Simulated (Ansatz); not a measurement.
# Te2MoW2S4: the cost of one run

Method: DFT LDA, scalar-relativistic, plane waves, PAW, in Ansatz 0.2.0.

**1. The structure to begin with**

Symmetry: P3m1, No. 156, trigonal system. Conventional cell: a = 3.297 Å, b = 3.297 Å, c = 30.502 Å, α = 90.00°, β = 90.00°, γ = 120.00°. Around Te (site symmetry 3m) lie 3 Mo at 2.70 Å. Around Mo (site symmetry 3m) lie 6 Te at 2.70 Å. W (site symmetry 3m) is surrounded by 6 S at 2.45 Å. S (site symmetry 3m) is surrounded by 3 W at 2.45 Å. Only part of the 9 independent sites is listed.

As a file:

```
CELL_PARAMETERS angstrom
3.29743 0.00000 0.00000
-1.64872 2.85566 0.00000
0.00000 0.00000 30.50207
ATOMIC_POSITIONS crystal
Te 0.33333 0.66667 0.05292
Te 0.33333 0.66667 0.17834
Mo 0.00000 0.00000 0.11561
W 0.00000 0.00000 0.57832
W 0.33333 0.66667 0.34702
S 0.00000 0.00000 0.39737
S 0.33333 0.66667 0.52793
S 0.33333 0.66667 0.62870
S 0.00000 0.00000 0.29664
```

The structure comes from the Materials Project (structure only).

**2. Self-consistent density**

input.yaml

```yaml
crystal:
  lattice:
    - [3.2974321046, 0.0, 0.0]
    - [-1.6487160523, 2.8556599698, 0.0]
    - [0.0, 0.0, 30.502066]
  atoms:
    - { symbol: Te, position: [0.33333333, 0.66666667, 0.052917] }
    - { symbol: Te, position: [0.33333333, 0.66666667, 0.178337] }
    - { symbol: Mo, position: [0.0, 0.0, 0.115614] }
    - { symbol: W, position: [0.0, 0.0, 0.578319] }
    - { symbol: W, position: [0.33333333, 0.66666667, 0.34702] }
    - { symbol: S, position: [0.0, 0.0, 0.397367] }
    - { symbol: S, position: [0.33333333, 0.66666667, 0.52793] }
    - { symbol: S, position: [0.33333333, 0.66666667, 0.628696] }
    - { symbol: S, position: [0.0, 0.0, 0.296642] }
basis:
  ecutwfc: 500
  fft_grid_basis: typed
kpoints:
  mp_grid: { grid: [9, 9, 1] }
hamiltonian:
  xc: lda
  pseudopotentials: { kind: paw }
scf:
  occupations: { method: gaussian, width: 0.05 }
output:
  forces: true
  stress: true
  eigenvalues: true
  bader: true
  write_density: true
  volumetric_format: npy
  elf: true
```

Run with:

```bash
> ansatz run input.yaml --threads 2 --pin off --max-ram 4096MiB --backend cpu --events-out ev --progress --plain --runs-dir out
```

**Question.** How long does this run take on 2 threads of Arm Neoverse N1, shared host, and how much memory does it need?

About 83 s, with a peak of 0.66 GiB.
